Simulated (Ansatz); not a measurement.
# F6S: the cost of one run

Program: Ansatz 0.2.0. Level of theory: Hartree-Fock, Gaussian basis def2-TZVPD, and further levels as typed in the inputs. These are calculated values, not measurements.

### Step 1. Starting point

Bond lengths: S1–F2 1.570 Å, S1–F3 1.570 Å, S1–F4 1.570 Å, S1–F5 1.570 Å, S1–F6 1.570 Å, S1–F7 1.570 Å. Angles (14 of 15 angles, heavy atoms first): F2–S1–F3 180.0°, F2–S1–F4 90.0°, F2–S1–F5 90.0°, F2–S1–F6 90.0°, F2–S1–F7 90.0°, F3–S1–F4 90.0°, F3–S1–F5 90.0°, F3–S1–F6 90.0°, F3–S1–F7 90.0°, F4–S1–F5 180.0°, F4–S1–F6 90.0°, F4–S1–F7 90.0°, F5–S1–F6 90.0°, F5–S1–F7 90.0°.

Structure file:

```xyz
7

S     0.0000    0.0000    0.0000
F     1.5700    0.0000    0.0000
F    -1.5700    0.0000    0.0000
F     0.0000    1.5700    0.0000
F     0.0000   -1.5700    0.0000
F     0.0000    0.0000    1.5700
F     0.0000    0.0000   -1.5700
```

### Step 2. Relaxing the atoms: F6S

Contents of input.yaml:

```yaml
relax:
  f_tol: 0.001
  max_steps: 200
crystal:
  periodic: [false, false, false]
  atoms:
    - { symbol: S, position_ang: [0.0, 0.0, 0.0] }
    - { symbol: F, position_ang: [1.57, 0.0, 0.0] }
    - { symbol: F, position_ang: [-1.57, 0.0, 0.0] }
    - { symbol: F, position_ang: [0.0, 1.57, 0.0] }
    - { symbol: F, position_ang: [0.0, -1.57, 0.0] }
    - { symbol: F, position_ang: [0.0, 0.0, 1.57] }
    - { symbol: F, position_ang: [0.0, 0.0, -1.57] }
basis:
  gaussian: { orbitals: def2-TZVPD }
hamiltonian:
  xc: hf
```

Command:

```sh
ansatz run input.yaml --threads 4 --pin off --max-ram 12288MiB --backend cpu --events-out ev --progress --plain --runs-dir out
```

What time and memory should one allow on 4 threads of Intel Xeon Platinum 8375C at 2.90GHz (Ice Lake), shared host?

About 31 s, with a peak of 1.2 GiB.
